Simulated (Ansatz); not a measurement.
## TlSiPt5, space group P4/mmm: a scan of one input key, step by step

Program: Ansatz 0.2.0 through its Python package.

Run as a notebook:

In [1]:
```python
import warnings

import ansatz as az
from ase import Atoms
import pandas as pd

warnings.simplefilter("ignore", az.DeckWarning)
```

In [2]:
```python
atoms = Atoms(
    ["Tl", "Si", "Pt", "Pt", "Pt", "Pt", "Pt"],
    scaled_positions=[
        (0.5, 0.5, 0.0),
        (0.0, 0.0, 0.5),
        (0.0, 0.5, 0.301745),
        (0.0, 0.5, 0.698255),
        (0.5, 0.0, 0.301745),
        (0.5, 0.0, 0.698255),
        (0.0, 0.0, 0.0),
    ],
    cell=[
        (3.97238, 0.0, 0.0),
        (0.0, 3.97238, 0.0),
        (0.0, 0.0, 7.228539),
    ],
    pbc=True,
)
xtal = az.Crystal.from_ase(atoms)
```

In [3]:
```python
xtal.resolved().sites[-1]
```
Out [3]:
```text
Site(symbol='Pt', position=(0.0, 0.0, 0.0), moment=None, axis=None, held=None, saved=None)
```

In [4]:
```python
job = xtal.calculation()
job = job.kpoints(mesh=(7, 7, 4))
job = job.basis(35 * az.Ry).occupations("gaussian", width=0.05)
job = job.functional("LDA")
job = job.band_table()
typed = job.input()
rows = []
for value in [1, 2, 3]:
    edited = typed.set(az.key.basis.xc_grid, value)
    data = az.Session.from_dict(edited).plan().execute().report
    rows.append((value, data["free_energy_ev"], data["n_iterations"], len(data["eigenvalues_ev"][0]) if "eigenvalues_ev" in data else 0))
print(pd.DataFrame(rows, columns=["xc grid", "F eV", "iterations", "bands listed"]).round(4).to_string(index=False))
print(edited.to_yaml())
```
```text
 xc grid        F eV  iterations  bands listed
       1 -72982.5717           7            65
       2 -72982.5717           7            65
       3 -72982.5717           7            65
crystal:
  lattice:
    - [3.97238, 0.0, 0.0]
    - [0.0, 3.97238, 0.0]
    - [0.0, 0.0, 7.228539]
  atoms:
    - { symbol: Tl, position: [0.5, 0.5, 0.0] }
    - { symbol: Si, position: [0.0, 0.0, 0.5] }
    - { symbol: Pt, position: [0.0, 0.5, 0.301745] }
    - { symbol: Pt, position: [0.0, 0.5, 0.6982550000000001] }
    - { symbol: Pt, position: [0.5, 0.0, 0.301745] }
    - { symbol: Pt, position: [0.5, 0.0, 0.6982550000000001] }
    - { symbol: Pt, position: [0.0, 0.0, 0.0] }
basis:
  ecutwfc: 476.19925930478996
  xc_grid: 3
kpoints:
  mp_grid:
    grid: [7, 7, 4]
hamiltonian:
  xc: lda
scf:
  occupations:
    method: gaussian
    width: 0.05
output:
  eigenvalues: true
```

What to keep in mind:
- Absolute energies stand on the zero of these potentials, so only differences at equal settings mean something. A total without «per atom» is that of the cell as typed.
- Spin is left out of this run.
- For a metal this k-point mesh is coarse: on a finer one energies can move by several to tens of meV an atom and pressures by half a GPa or more, differences at one mesh by less.
- Spin-orbit coupling, which matters for elements this heavy, is left out.
- This cell is a computed structure, which may not be the phase found in nature.
- Timing: 67 s on 1 thread of Arm Neoverse N1 (shared host), peak memory 0.6 GiB.
